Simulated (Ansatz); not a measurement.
# C3H11FSi2: the cost of one run

Program: Ansatz 0.2.0. Level of theory: RKS PBE/STO-3G. These are calculated values, not measurements.

## Step 1: The system as given

Bond lengths (14 of 16 bonds, heavy atoms first): C1–Si2 1.825 Å, Si2–F3 1.598 Å, Si2–C4 1.961 Å, C4–C5 1.510 Å, C5–Si6 1.904 Å, C1–H7 1.101 Å, C1–H8 1.157 Å, C1–H9 1.013 Å, Si2–H10 1.495 Å, C4–H11 1.103 Å, C4–H12 1.063 Å, C5–H13 1.047 Å, C5–H14 1.073 Å, Si6–H15 1.483 Å. Angles (14 of 30 angles, heavy atoms first): C1–Si2–F3 106.6°, C1–Si2–C4 110.8°, F3–Si2–C4 108.3°, Si2–C4–C5 115.2°, C4–C5–Si6 118.0°, C1–Si2–H10 113.4°, F3–Si2–H10 107.8°, C4–Si2–H10 109.7°, Si2–C1–H7 110.4°, Si2–C1–H8 109.7°, Si2–C1–H9 113.6°, Si2–C4–H11 103.5°, Si2–C4–H12 104.2°, C5–C4–H11 113.7°.

As a file:

```xyz
17

C    -1.4899   -1.4064   -1.3400
Si   -0.9866   -1.1860    0.4006
F    -1.1558   -2.6088    1.1080
C     0.8984   -0.6577    0.5195
C     1.2495    0.6337   -0.1806
Si    0.7299    2.2694    0.6445
H    -2.5475   -1.7080   -1.3984
H    -1.4439   -0.3903   -1.8914
H    -0.9132   -2.0656   -1.8495
H    -1.8323   -0.2026    1.1440
H     1.0930   -0.6412    1.6049
H     1.4260   -1.4747    0.0908
H     2.2951    0.6804   -0.2182
H     0.8790    0.6589   -1.1873
H    -0.7493    2.3604    0.6035
H     1.1885    2.3128    2.0772
H     1.3398    3.4253   -0.0875
```

## Step 2: Relaxing the start

input.yaml

```yaml
crystal:
  periodic: [false, false, false]
  atoms:
    - { symbol: C, position_ang: [-1.4899, -1.4064, -1.34] }
    - { symbol: Si, position_ang: [-0.9866, -1.186, 0.4006] }
    - { symbol: F, position_ang: [-1.1558, -2.6088, 1.108] }
    - { symbol: C, position_ang: [0.8984, -0.6577, 0.5195] }
    - { symbol: C, position_ang: [1.2495, 0.6337, -0.1806] }
    - { symbol: Si, position_ang: [0.7299, 2.2694, 0.6445] }
    - { symbol: H, position_ang: [-2.5475, -1.708, -1.3984] }
    - { symbol: H, position_ang: [-1.4439, -0.3903, -1.8914] }
    - { symbol: H, position_ang: [-0.9132, -2.0656, -1.8495] }
    - { symbol: H, position_ang: [-1.8323, -0.2026, 1.144] }
    - { symbol: H, position_ang: [1.093, -0.6412, 1.6049] }
    - { symbol: H, position_ang: [1.426, -1.4747, 0.0908] }
    - { symbol: H, position_ang: [2.2951, 0.6804, -0.2182] }
    - { symbol: H, position_ang: [0.879, 0.6589, -1.1873] }
    - { symbol: H, position_ang: [-0.7493, 2.3604, 0.6035] }
    - { symbol: H, position_ang: [1.1885, 2.3128, 2.0772] }
    - { symbol: H, position_ang: [1.3398, 3.4253, -0.0875] }
basis:
  gaussian: { orbitals: STO-3G }
hamiltonian:
  xc: pbe
relax:
  f_tol: 0.02
  max_steps: 40
scf:
  lower_state_search: "off"
```

Command:

```bash
$ ansatz run input.yaml --threads 1 --pin off --max-ram 2048MiB --backend cpu --events-out ev --progress --plain --runs-dir out
```

Q: Estimate wall time and peak memory on 1 thread of an Arm CPU, shared host.

About 40 s, with a peak of 0.12 GiB.
